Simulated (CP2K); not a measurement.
# MNDOD run of C2H4OSSi (SMILES O[SiH]1C=C1S)

Aim: the energy change on altering one bond length of C2H4OSSi at MNDOD, from 2 runs. 

Program for the calculation: CP2K 2026.2.

1 further run of the same task is left out (set aside as unsound or not needed).

## 1. The system as given

The species is C2H4OSSi (9 atoms), meant as a singlet with charge 0. As SMILES, `O[SiH]1C=C1S`. The coordinates come from a GFN2-xTB relaxation. This is one conformer, not always the lowest.

Bond lengths: O1–Si2 1.621 Å, Si2–C3 1.858 Å, Si2–C4 1.871 Å, C3–C4 1.349 Å, C4–S5 1.748 Å, O1–H6 0.953 Å, Si2–H7 1.440 Å, C3–H8 1.077 Å, S5–H9 1.337 Å. Some angles: O1–Si2–C3 125.1°, O1–Si2–C4 123.9°, C3–Si2–C4 42.4°, Si2–C3–C4 69.3°, Si2–C4–C3 68.3°, Si2–C4–S5 157.2°, C3–C4–S5 134.5°, O1–Si2–H7 101.9°, C3–Si2–H7 128.5°, C4–Si2–H7 126.0°.

## 2. Energy and gradient at MNDOD

run.inp reads:

```
&GLOBAL
  PROJECT_NAME run
  RUN_TYPE ENERGY_FORCE
  PRINT_LEVEL MEDIUM
&END

&FORCE_EVAL
  METHOD Quickstep
  &DFT
    &QS
      METHOD MNDOD
      EPS_DEFAULT 1.0E-10
      &SE
        &COULOMB
          CUTOFF [angstrom] 50
          RC_RANGE [angstrom] 0
        &END
        &EXCHANGE
          CUTOFF [angstrom] 50
          RC_RANGE [angstrom] 0
        &END
      &END
    &END
    &POISSON
      PERIODIC NONE
      POISSON_SOLVER ANALYTIC
    &END
    &SCF
      SCF_GUESS ATOMIC
      EPS_SCF 1.0E-07
      MAX_SCF 30
      &OT
        MINIMIZER DIIS
        PRECONDITIONER FULL_ALL
      &END
      &OUTER_SCF
        EPS_SCF 1.0E-07
        MAX_SCF 10
      &END
    &END
    &PRINT
      &MOMENTS
        PERIODIC F
        REFERENCE COM
        MAX_MOMENT 1
      &END
      &MO_CUBES
        NLUMO 5
        NHOMO -1
        WRITE_CUBE F
      &END
      &HIRSHFELD OFF
      &END
    &END
  &END
  &SUBSYS
    &CELL
      ABC 19.9 19.7 20.2
      PERIODIC NONE
    &END
    &COORD
      UNIT bohr
      O      0.9306712     2.9653015     3.2563950
      Si     1.7196697     1.1388623     0.9283658
      C      0.2649774    -1.9780330     0.2216838
      C     -0.5837931    -0.2000464    -1.3963186
      S     -2.6637957    -0.2068683    -3.9624344
      H     -0.6965342     2.9409997     4.0281591
      H      4.2392415     1.9983665     0.3682887
      H     -0.0271932    -3.9798766     0.4452951
      H     -3.1832626    -2.6786868    -3.8894343
    &END
    &TOPOLOGY
      &CENTER_COORDINATES
      &END
    &END
  &END
  &PRINT
    &FORCES ON
    &END
  &END
&END
```

The run is started by

```console
$ OMP_NUM_THREADS=1 cp2k.psmp -i run.inp > run.out 2>&1
```

Standard output:

```text
CP2K| version string:                                       CP2K version 2026.2
[...]
 GLOBAL| Method name                                                        CP2K
[...]
 GLOBAL| Run type                                                   ENERGY_FORCE
[...]
                             - Atoms:                                          9
[...]
                             - Spherical basis functions:                     34
[...]
 Number of electrons:                                                         28
[...]
     1 OT DIIS     0.15E+00    0.0     0.34973627       -26.3073115636 -2.63E+01
[...]
    13 OT DIIS     0.15E+00    0.0     0.00000003       -33.3806120747 -1.68E-12
  *** SCF run converged in    13 steps ***
  Core-core repulsion energy [eV]:                           1776.59424563752600
  Core Hamiltonian energy [eV]:                             -1468.63585952410926
  Two-electron integral energy [eV]:                        -2432.58206928816571
  Electronic energy [eV]:                                   -2684.92689416819212
  Total energy [eV]:                                         -908.33264853066635
  Atomic reference energy [eV]:                               908.00609170220434
  Heat of formation [kcal/mol]:                                -7.53057995922794
[...]
 SE_DIPOLE| Moment [Debye]          0.63628981       0.04035007      -1.80374953
 SE_DIPOLE| Derivative [a.u.]       0.00000000       0.00000000       0.00000000
 *** WARNING in qs_scf_post_se.F:140 :: Printing of MO cube files not ***
 *** implemented for Semi-Empirical method.                           ***
 ENERGY| Total FORCE_EVAL ( QS ) energy [hartree]            -33.380612074670914
 FORCES| Atomic forces [hartree/bohr]
 FORCES|   Atom     x               y               z               |f|
 FORCES|      1 -2.85848028E-02  3.14842081E-02  4.82994986E-02   6.43520619E-02
 FORCES|      2  2.03862798E-02 -3.85719480E-02 -5.42097934E-02   6.95851800E-02
 FORCES|      3  2.17874165E-02 -1.72759916E-02  2.48046389E-02   3.72615286E-02
 FORCES|      4 -2.21210061E-02  3.25077435E-02 -4.14545106E-02   5.71364047E-02
 FORCES|      5  1.96688933E-02 -2.47304183E-03  2.51709603E-02   3.20399522E-02
 FORCES|      6  4.10638556E-03  5.98376163E-03  4.90403824E-03   8.75884676E-03
 FORCES|      7 -9.96372486E-03 -1.03228625E-02 -3.29390801E-03   1.47202967E-02
 FORCES|      8  1.95730954E-03 -8.99102265E-04  4.43773609E-03   4.93284371E-03
 FORCES|      9 -7.23675090E-03 -4.32766917E-04 -8.65866013E-03   1.12929290E-02
 FORCES| Sum     4.47558657E-16 -5.27355937E-16 -3.33066907E-16
 FORCES| Total atomic force                                       7.67689130E-16
[...]
```

It took 1.9 s on 1 thread of AMD EPYC 7R43 (Zen 3), shared host; peak memory 0.18 GiB.

## 3. The distorted shape at the same level

qs.inp reads:

```
&GLOBAL
    PROJECT_NAME qs
    RUN_TYPE ENERGY_FORCE
    PRINT_LEVEL MEDIUM
&END GLOBAL
&FORCE_EVAL
    METHOD QUICKSTEP
    &DFT
        &QS
            METHOD MNDOD
            EPS_DEFAULT 1.0E-10
            &SE
                &COULOMB
                    CUTOFF [angstrom] 50
                    RC_RANGE [angstrom] 0
                &END COULOMB
                &EXCHANGE
                    CUTOFF [angstrom] 50
                    RC_RANGE [angstrom] 0
                &END EXCHANGE
            &END SE
        &END QS
        &POISSON
            PERIODIC NONE
            POISSON_SOLVER ANALYTIC
        &END POISSON
        &SCF
            SCF_GUESS ATOMIC
            EPS_SCF 1.0E-07
            MAX_SCF 30
            &OT
                MINIMIZER DIIS
                PRECONDITIONER FULL_ALL
            &END OT
            &OUTER_SCF
                EPS_SCF 1.0E-07
                MAX_SCF 10
            &END OUTER_SCF
        &END SCF
        &PRINT
            &MOMENTS
                PERIODIC F
                REFERENCE COM
                MAX_MOMENT 1
            &END MOMENTS
            &MO_CUBES
                NLUMO 5
                NHOMO -1
                WRITE_CUBE F
            &END MO_CUBES
            &HIRSHFELD OFF
            &END HIRSHFELD
        &END PRINT
    &END DFT
    &SUBSYS
        ! box in angstrom
        &CELL
            ABC 21 19.7 21.6
            PERIODIC NONE
        &END CELL
        &COORD
            UNIT bohr
            O      3.0106720     2.9721235     5.8225089
            Si     3.7996704     1.1456843     3.4944797
            C      2.3449782    -1.9712111     2.7877977
            C      1.4962077    -0.1932245     1.1697953
            S     -2.6637957    -0.2068683    -3.9624344
            H      1.3834666     2.9478216     6.5942730
            H      6.3192423     2.0051884     2.9344026
            H      2.0528076    -3.9730547     3.0114090
            H     -3.1832626    -2.6786868    -3.8894343
        &END COORD
        &TOPOLOGY
            &CENTER_COORDINATES
            &END CENTER_COORDINATES
        &END TOPOLOGY
    &END SUBSYS
    ! extra output
    &PRINT
        &FORCES ON
        &END FORCES
    &END PRINT
&END FORCE_EVAL
```

The run is started by

```console
$ OMP_NUM_THREADS=1 cp2k.psmp -i qs.inp -o qs.out
```

Standard output:

```text
CP2K| version string:                                       CP2K version 2026.2
[...]
 GLOBAL| Method name                                                        CP2K
[...]
 GLOBAL| Run type                                                   ENERGY_FORCE
[...]
                             - Atoms:                                          9
[...]
                             - Spherical basis functions:                     34
[...]
 Number of electrons:                                                         28
[...]
     1 OT DIIS     0.15E+00    0.0     0.34623798       -26.6149854002 -2.66E+01
[...]
    19 OT DIIS     0.15E+00    0.0     0.00000005       -33.1456510479 -1.95E-12
  *** SCF run converged in    19 steps ***
  Core-core repulsion energy [eV]:                           1564.35960378894765
  Core Hamiltonian energy [eV]:                             -1464.40004927338464
  Two-electron integral energy [eV]:                        -2003.79717671115441
  Electronic energy [eV]:                                   -2466.29863762896184
  Total energy [eV]:                                         -901.93903384001419
  Atomic reference energy [eV]:                               908.00609170220434
  Heat of formation [kcal/mol]:                               139.90968911495281
[...]
 SE_DIPOLE| Moment [Debye]         -2.21167730       0.48156972      -5.55189436
 SE_DIPOLE| Derivative [a.u.]       0.00000000       0.00000000       0.00000000
 *** WARNING in qs_scf_post_se.F:140 :: Printing of MO cube files not ***
 *** implemented for Semi-Empirical method.                           ***
 ENERGY| Total FORCE_EVAL ( QS ) energy [hartree]            -33.145651047905424
 FORCES| Atomic forces [hartree/bohr]
 FORCES|   Atom     x               y               z               |f|
 FORCES|      1 -2.73688450E-02  2.60126050E-02  4.40306427E-02   5.80035067E-02
 FORCES|      2  3.22765852E-02 -5.75648820E-03 -4.77570300E-02   5.79279641E-02
 FORCES|      3 -1.84705626E-02 -1.67948231E-02 -2.31873517E-02   3.40717045E-02
 FORCES|      4  9.53059017E-04  1.50793135E-03 -1.97861517E-03   2.66403762E-03
 FORCES|      5  1.23231940E-02 -3.39899773E-03  1.65488170E-02   2.09111845E-02
 FORCES|      6  2.80301866E-03  6.83041249E-03  6.06621780E-03   9.55564999E-03
 FORCES|      7 -9.42198195E-03 -1.16639280E-02 -2.61768748E-03   1.52208162E-02
 FORCES|      8  5.82440024E-03 -2.06212883E-04  8.62837622E-03   1.04122542E-02
 FORCES|      9  1.08113251E-03  3.46950113E-03  2.66630649E-04   3.64381359E-03
 FORCES| Sum     6.93889390E-18 -9.43689571E-16  2.35922393E-16
 FORCES| Total atomic force                                       9.72757693E-16
[...]
```

It took 2.1 s on 1 thread of AMD EPYC 7R43 (Zen 3), shared host; peak memory 0.18 GiB.

## 4. Summary of results

Level: MNDOD.

```
                                                         quantity           value
                                        first shape: total energy    -33.38061 Eh
                                       first shape: dipole moment          1.91 D
           first shape: heat of formation at this unrelaxed shape   -7.5 kcal/mol
                            first shape: largest force on an atom      3.578 eV/Å
                                    distorted shape: total energy    -33.14565 Eh
                                   distorted shape: dipole moment          6.00 D
       distorted shape: heat of formation at this unrelaxed shape  139.9 kcal/mol
                        distorted shape: largest force on an atom      2.983 eV/Å
energy change with the C4–S5 bond stretched from 1.748 to 3.496 Å        6.394 eV
```

**Reading.** One bond (distorted shape) is far stretched, which a spin-restricted single reference describes badly. With the C4–S5 bond stretched from 1.748 to 3.496 Å the energy rises by 6.39 eV (147 kcal/mol). The first shape isn't relaxed at this level, so the change isn't measured from a minimum. A restricted reference can't describe the breaking bond well at this length. The largest force (first shape) is 3.58 eV/Å: the shape isn't a stationary point for this species at this level.
